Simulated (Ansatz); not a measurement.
A run of Ansatz 0.2.0 is set up as follows.

Contents of input.yaml:

```yaml
crystal:
  lattice:
    - [2.4705617809, 0.0, 0.0]
    - [-1.2352808904, 2.1395692639, 0.0]
    - [0.0, 0.0, 25.11029225]
  atoms:
    - { symbol: Co, position: [0.66666667, 0.33333334, 0.2986823063], spin: 2.0 }
    - { symbol: Co, position: [0.0, 0.0, 0.3792093838], spin: 2.0 }
    - { symbol: Co, position: [0.33333333, 0.66666666, 0.4597364613], spin: 2.0 }
    - { symbol: Co, position: [0.0, 0.0, 0.5402635387], spin: 2.0 }
    - { symbol: Co, position: [0.66666667, 0.33333334, 0.6207906162], spin: 2.0 }
    - { symbol: Co, position: [0.0, 0.0, 0.7013176937], spin: 2.0 }
hamiltonian:
  xc: pbe
  pseudopotentials: { kind: paw }
magnetization:
  spin_polarized: true
kpoints:
  mp_grid: { grid: [12, 12, 1] }
scf:
  occupations: { method: fermi_dirac, width: 0.05 }
output:
  forces: true
  eigenvalues: true
efield:
  axis: 3
  dipole_correction: true
  ramp_width: 0.04
```

Potentials or basis: Ansatz PAW.

Launch:

```console
$ ansatz run input.yaml --threads 4 --pin off --max-ram 11264MiB --backend cpu --events-out ev --progress --plain --runs-dir out
```

(1) Predict the dipole across the slab.

(2) Predict the work function of the lower face.

(3) Estimate the largest force.

## Answers

(1) 0.001 e·Å.

(2) 5.06 eV.

(3) 0.500 eV/Å.
